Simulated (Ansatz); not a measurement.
# RbMnF3: the cost of one run

Computed with the Python package of Ansatz 0.2.0. Level of theory: DFT LDA+U, plane waves, PAW.

### Step 1. The system

The structure is cubic, space group Pm-3m (No. 221). The conventional cell has a = 4.232 Å, b = 4.232 Å, c = 4.232 Å, α = 90.00°, β = 90.00°, γ = 90.00°. Around Rb (site symmetry m-3m) lie 12 F at 2.99 Å. Mn (site symmetry m-3m) has 6 F at 2.12 Å in its first shell of neighbours. F (site symmetry 4/mmm) has 2 Mn at 2.12 Å and 4 Rb at 2.99 Å in its first shell of neighbours.

The script holds or builds the structure itself.

### Step 2. Script

Input file run_orders.py:

```python
"""Magnetic orders of RbMnF3 compared."""

import warnings

import ansatz as az
import numpy as np


def count_gap(report):
    # lowest empty less highest filled band, counting bands; zero where they overlap
    return max(report.get("gap_by_band_count_ev") or 0.0, 0.0)

CELL = [
    (8.464944, 0.0, 0.0),
    (0.0, 4.232472, 0.0),
    (0.0, 0.0, 4.232472),
]
ATOMS = [
    ("Rb", (0.0, 0.0, 0.0)),
    ("Mn", (0.25, 0.5, 0.5)),
    ("F", (0.25, 0.0, 0.5)),
    ("F", (0.25, 0.5, 0.0)),
    ("F", (0.0, 0.5, 0.5)),
    ("Rb", (0.5, 0.0, 0.0)),
    ("Mn", (0.75, 0.5, 0.5)),
    ("F", (0.75, 0.0, 0.5)),
    ("F", (0.75, 0.5, 0.0)),
    ("F", (0.5, 0.5, 0.5)),
]


def build(moments):
    crystal = az.Crystal(lattice=az.Lattice.of(CELL))
    for (symbol, position), moment in zip(ATOMS, moments):
        crystal = crystal.atom(symbol, position, moment=moment or None)
    return crystal

warnings.simplefilter("ignore", az.DeckWarning)

# starting moments in muB, one an atom
orders = {
    "FM": [0, 4, 0, 0, 0, 0, 4, 0, 0, 0],
    "AFM": [0, 4, 0, 0, 0, 0, -4, 0, 0, 0],
}

rows = []
for label, moments in orders.items():
    job = (
        build(moments).calculation()
        .functional("lda")
        .basis(630, xc_grid=3)  # plane waves up to this kinetic energy
        .kpoints(2, 4, 4, center="monkhorst-pack")
        .occupations(az.OccupationsMethod.FERMI_DIRAC)
        .hubbard("Mn", "d", u=6.9, j=0.9)  # on-site correction of the localised shell
        .scf(max_iterations=80, extra_bands=4)
        .spin("collinear")  # spin-polarised run
        .band_table()  # levels at the mesh points
    )
    report = job.run(threads=1, backend="cpu").report
    rows.append((label, report["free_energy_ev"], report["magnetization_mub"], report["absolute_magnetization_mub"], max(abs(m) for m in report["site_moments_mub"]), count_gap(report)))
    print(label, "site moments:", [round(m, 2) for m in report["site_moments_mub"]])

# the same cell with no spin polarisation
plain = (
    build([0] * len(ATOMS)).calculation()
    .functional("lda")
    .basis(630, xc_grid=3)
    .kpoints(2, 4, 4, center="monkhorst-pack")
    .occupations(az.OccupationsMethod.FERMI_DIRAC)  # the run then minimises F = E - TS
    .hubbard("Mn", "d", u=6.9, j=0.9)  # on-site correction of the localised shell
    .scf(max_iterations=80, extra_bands=4)
    .band_table()  # levels at the mesh points
)
report = plain.run(threads=1, backend="cpu").report
rows.append(("NM", report["free_energy_ev"], 0.0, 0.0, 0.0, count_gap(report)))

lowest = min(row[1] for row in rows)
rows = [(row[0], 1000 * (row[1] - lowest) / 2, *row[2:]) for row in sorted(rows, key=lambda row: row[1])]
print("         order  meV/magnetic atom         net muB    absolute muB  largest site muB  gap by band count eV")
for row in rows:
    print(f"{str(row[0]):>14s}  {row[1]:17.2f}  {row[2]:14.3f}  {row[3]:14.3f}  {row[4]:16.3f}  {row[5]:20.3f}")
print("lowest of these starts:", rows[0][0])
```

### Step 3. What the engine is handed

The engine receives this input (first run):

```yaml
crystal:
  lattice:
    - [8.464944, 0.0, 0.0]
    - [0.0, 4.232472, 0.0]
    - [0.0, 0.0, 4.232472]
  atoms:
    - { symbol: Rb, position: [0.0, 0.0, 0.0] }
    - { symbol: Mn, position: [0.25, 0.5, 0.5], spin: 4.0 }
    - { symbol: F, position: [0.25, 0.0, 0.5] }
    - { symbol: F, position: [0.25, 0.5, 0.0] }
    - { symbol: F, position: [0.0, 0.5, 0.5] }
    - { symbol: Rb, position: [0.5, 0.0, 0.0] }
    - { symbol: Mn, position: [0.75, 0.5, 0.5], spin: 4.0 }
    - { symbol: F, position: [0.75, 0.0, 0.5] }
    - { symbol: F, position: [0.75, 0.5, 0.0] }
    - { symbol: F, position: [0.5, 0.5, 0.5] }
basis:
  ecutwfc: 630.0
  xc_grid: 3
kpoints:
  mp_grid:
    grid: [2, 4, 4]
    shift: [0.5, 0.5, 0.5]
hamiltonian:
  xc: lda
  hubbard:
    - { species: Mn, l: d, u: 6.9, j: 0.9 }
magnetization:
  spin_polarized: true
scf:
  max_iter: 80
  n_extra_bands: 4
  occupations:
    method: fermi_dirac
output:
  eigenvalues: true
```

### Step 4. The run

Started as:

```sh
> python run_orders.py
```

Q: Estimate wall time and peak memory on 1 thread of Arm Neoverse V1, shared host.

About 8.8 min, with a peak of 1 GiB.
